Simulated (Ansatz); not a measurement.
**r2SCAN0/def2-SVPD run of AlClF2 (SMILES [F][Al]([F])[Cl])**

Aim: the electronic atomisation energy of AlClF2 at r2SCAN0/def2-SVPD, from 4 runs. 

The results are computed with Ansatz 0.2.0.

46 further runs of the same task are left out: 46 set aside as unsound or not needed.

## Step 1: The molecule

AlClF2 has 4 atoms, charge 0, and is taken as a singlet. As SMILES, `[F][Al]([F])[Cl]`. The shape is that of a PBE0-D4/def2-TZVP optimisation.

Bond lengths: F1–Al2 1.631 Å, Al2–F3 1.631 Å, Al2–Cl4 2.061 Å. Angles: F1–Al2–F3 119.0°, F1–Al2–Cl4 120.5°, F3–Al2–Cl4 120.5°.

## Step 2: A single-point energy at r2SCAN0/def2-SVPD

Contents of molecule.yaml:

```yaml
basis:
  gaussian:
    orbitals: def2-SVPD
crystal:
  periodic: [false, false, false]
  atoms:
    - {symbol: F, position_ang: [0.997200, 0.721760, 1.149640]}
    - {symbol: Al, position_ang: [0.069280, -0.050750, 0.053570]}
    - {symbol: F, position_ang: [0.273490, -1.653820, -0.164660]}
    - {symbol: Cl, position_ang: [-1.339980, 0.982810, -1.038560]}
hamiltonian:
  xc: {name: r2SCAN0}
accuracy: high
magnetization:
  spin_polarized: false
output: {orbitals: {seedname: orbitals}}
```

Launch:

```console
$ ansatz run molecule.yaml --threads 1 --pin off --max-ram 3480MiB --events-out events.jsonl --progress --plain --runs-dir runs
```

Standard output:

```text
Warning: RAYON_NUM_THREADS=1 ignored (pool sized by the plan → 1); use --threads N
Functional definition: r2SCAN0
  name "r2SCAN0"
  parameter a = 0.25
  parameter k0 = 0.174
  parameter k1 = 0.065
  parameter a1 = 4.9479
  exchange = (1 - a)*r2scan_x(k0 = k0, k1 = k1, a1 = a1) + a*exact_x
  correlation = r2scan_c
1804 factors; integrals over basis functions are off by at most 3.3e-9 eV
mean field evaluation 1: about -24541.0629 eV, gradient 4.9e1 eV
mean field evaluation 2: about -24536.6326 eV, gradient 7.4e1 eV
mean field evaluation 4: about -24544.8579 eV, gradient 1.2e0 eV
mean field evaluation 8: about -24544.9529 eV, gradient 2.4e-2 eV
mean field evaluation 16: about -24544.9529 eV, gradient 8.8e-7 eV
mean field -24544.95294503 eV, -902.0103835633 hartree, gradient 4.8e-8 eV, S^2 0.000000; 0 other end points of the search recorded, 0 dependent functions left out
reference -24544.95294578 eV, -902.0103835907 hartree; 24, 24 occupied and 73, 73 virtual orbitals, 1804 factors
Total energy: -24544.95294578 eV, -902.0103835907 hartree
```

It took 14 s on 1 thread of Arm Neoverse V2, shared host; peak memory 0.35 GiB.

## Step 3: The Al atom

Contents of run.yaml:

```yaml
basis:
  gaussian:
    orbitals: def2-SVPD
crystal:
  periodic: [false, false, false]
  atoms:
    - {symbol: Al, position_ang: [0.000000, 0.000000, 0.000000]}
magnetization:
  spin_polarized: true
  initial_magnetization: 1
hamiltonian:
  xc: {name: r2SCAN0}
accuracy: high
```

Launch:

```console
$ ansatz run run.yaml --threads 1 --pin off --max-ram 3480MiB --events-out events.jsonl --progress --plain --runs-dir runs
```

Standard output:

```text
Warning: RAYON_NUM_THREADS=1 ignored (pool sized by the plan → 1); use --threads N
[... 8 set-up lines as earlier in the session ...]
202 factors; integrals over basis functions are off by at most 1.9e-9 eV
mean field evaluation 1: about -6591.7603 eV, gradient 1.8e0 eV
mean field evaluation 2: about -6591.8233 eV, gradient 5.5e-1 eV
mean field evaluation 4: about -6591.8298 eV, gradient 3.2e-2 eV
mean field evaluation 8: about -6591.8298 eV, gradient 2.5e-4 eV
mean field evaluation 16: about -6591.8298 eV, gradient 1.6e-6 eV
mean field evaluation 32: about -6591.8298 eV, gradient 8.6e-8 eV
mean field -6591.82980248 eV, -242.2452771383 hartree, gradient 8.6e-8 eV, S^2 0.760791; 0 other end points of the search recorded, 0 dependent functions left out
reference -6591.82980527 eV, -242.2452772410 hartree; 7, 6 occupied and 17, 18 virtual orbitals, 202 factors
Total energy: -6591.82980527 eV, -242.2452772410 hartree
```

Run time: 2.8 s. Hardware: 1 thread of Arm Neoverse V2, shared host; peak memory 0.14 GiB.

## Step 4: The Cl atom

Contents of in.yaml:

```yaml
crystal:
  periodic: [false, false, false]
  atoms:
    - symbol: Cl
      position_ang: [0.000000, 0.000000, 0.000000]
basis:
  gaussian: {orbitals: def2-SVPD}
magnetization: {spin_polarized: true, initial_magnetization: 1}
hamiltonian: {xc: {name: r2SCAN0}}
accuracy: high
```

Run the same way, it converges to -459.96676 Eh (log not shown).

## Step 5: The F atom

Contents of in.yaml:

```yaml
crystal:
  periodic: [false, false, false]
  atoms:
    - {symbol: F, position_ang: [0.000000, 0.000000, 0.000000]}
basis:
  gaussian:
    orbitals: def2-SVPD
magnetization:
  spin_polarized: true
  initial_magnetization: 1
hamiltonian:
  xc: {name: r2SCAN0}
accuracy: high
```

Launch:

```console
$ ansatz run in.yaml --threads 1 --pin off --max-ram 3480MiB --events-out events.jsonl --progress --plain --runs-dir runs
```

Standard output:

```text
Warning: RAYON_NUM_THREADS=1 ignored (pool sized by the plan → 1); use --threads N
[... 8 set-up lines as earlier in the session ...]
194 factors; integrals over basis functions are off by at most 1.8e-9 eV
mean field evaluation 1: about -2710.2130 eV, gradient 5.3e0 eV
mean field evaluation 2: about -2710.2900 eV, gradient 1.5e0 eV
mean field evaluation 4: about -2710.2976 eV, gradient 3.9e-2 eV
mean field evaluation 8: about -2710.2986 eV, gradient 9.4e-4 eV
mean field -2710.29855098 eV, -99.6016346423 hartree, gradient 3.7e-8 eV, S^2 0.752385; 0 other end points of the search recorded, 0 dependent functions left out
reference -2710.29855339 eV, -99.6016347308 hartree; 5, 4 occupied and 18, 19 virtual orbitals, 194 factors
Total energy: -2710.29855339 eV, -99.6016347308 hartree
```

Run time: 0.87 s. Hardware: 1 thread of Arm Neoverse V2, shared host; peak memory 0.098 GiB.

## Step 6: Summary of results

At r2SCAN0/def2-SVPD:

```
                     quantity          value
       molecule: total energy  -902.01038 Eh
        molecule: HOMO energy      -10.33 eV
        molecule: LUMO energy       -1.28 eV
      molecule: HOMO–LUMO gap        9.06 eV
        Al atom: total energy  -242.24528 Eh
                Al atom: ⟨S²⟩          0.761
        Cl atom: total energy  -459.96676 Eh
                Cl atom: ⟨S²⟩          0.754
         F atom: total energy   -99.60163 Eh
                 F atom: ⟨S²⟩          0.752
electronic atomisation energy      16.193 eV
```

Taking the molecule apart into free atoms costs 16.19 eV (373 kcal/mol), before zero-point energy and without spin-orbit coupling.
